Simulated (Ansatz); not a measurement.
I need a single point in a Gaussian basis of C3H4F2Si, SMILES CC1=C(F)[SiH]1F. Use the Ansatz DFT code, driven from Python. Level of theory: PBE0, STO-3G basis, multiplicity 1.

```xyz
10

C    -0.4446   -0.9925    0.8926
C    -0.4472   -0.0732   -0.2949
C     0.2714   -0.1595   -1.3966
F     1.2877   -1.1238   -1.5284
Si    0.4071    1.4538   -0.6935
F    -0.7009    2.5206   -1.1591
H     0.2570   -1.7653    0.8182
H    -1.4515   -1.3732    0.9662
H    -0.2849   -0.3763    1.8449
H     1.1891    1.8383    0.5535
```

Script `energy.py`:
```python
# -*- coding: utf-8 -*-
'''Single point of C3H4F2Si.'''

from pathlib import Path

import ansatz as az
from ase import Atoms

atoms = Atoms(['C', 'C', 'C', 'F', 'Si', 'F', 'H', 'H', 'H', 'H'], positions=[
    (-0.4446, -0.9925, 0.8926),
    (-0.4472, -0.0732, -0.2949),
    (0.2714, -0.1595, -1.3966),
    (1.2877, -1.1238, -1.5284),
    (0.4071, 1.4538, -0.6935),
    (-0.7009, 2.5206, -1.1591),
    (0.257, -1.7653, 0.8182),
    (-1.4515, -1.3732, 0.9662),
    (-0.2849, -0.3763, 1.8449),
    (1.1891, 1.8383, 0.5535),
])
system = az.Crystal.molecule_from_ase(atoms)

model = (
    system.calculation()
    .basis(gaussian='STO-3G')
    .functional('PBE0')
    .accuracy('high')
    .orbitals()
)
result = model.run(runs_dir='runs')
rep = result.report

for key in ('converged', 'free_energy_ev', 'reference_energy_ev', 'n_frozen', 'n_occupied', 'n_virtual'):
    print(f'{key:22s} {rep[key]}')

lines = Path(rep['orbitals_path']).read_text().splitlines()
field_of = lambda key: [line.split('=')[1].strip() for line in lines if line.startswith(key)]
orbitals = [(27.211386 * float(e), s, float(n)) for e, s, n in zip(field_of('Ene='), field_of('Spin='), field_of('Occup='))]
homo = max(e for e, _, n in orbitals if n > 0.5)
lumo = min(e for e, _, n in orbitals if n < 0.5)
for e, spin, n in sorted(orbitals):
    if homo - 10 < e < lumo + 5:
        print(f'{spin:6s} {e:10.3f} eV  occupation {n:.0f}')
```

```console
$ python energy.py
converged              True
free_energy_ev         -16264.084423179285
reference_energy_ev    -16264.084423179285
n_frozen               0
n_occupied             [27, 27]
n_virtual              [11, 11]
Alpha     -12.812 eV  occupation 2
Alpha     -12.095 eV  occupation 2
Alpha     -10.994 eV  occupation 2
Alpha     -10.829 eV  occupation 2
Alpha     -10.303 eV  occupation 2
Alpha      -8.938 eV  occupation 2
Alpha      -8.692 eV  occupation 2
Alpha      -7.672 eV  occupation 2
Alpha      -7.331 eV  occupation 2
Alpha      -6.320 eV  occupation 2
Alpha      -5.172 eV  occupation 2
Alpha      -4.440 eV  occupation 2
Alpha      -4.067 eV  occupation 2
Alpha       1.736 eV  occupation 0
Alpha       4.535 eV  occupation 0
```

The settings weren't tested for convergence. The geometry is a force-field or estimated start, not a minimum of this method, and the basis set is short of its limit. Alpha marks a spatial orbital of a restricted run, filled by both spins. Levels such as HOMO and LUMO are orbital energies: with these approximate functionals they aren't the ionisation energy and electron affinity, and their gap isn't the fundamental gap. The whole script took 3.4 s on 1 thread of Intel(R) Xeon(R) Platinum 8488C (Sapphire Rapids) (shared host), peak memory 0.23 GiB.

(A comment or docstring line of the script was reworded after the run, the code is as it ran; lines on the test bed's own set-up are left out of the output.)
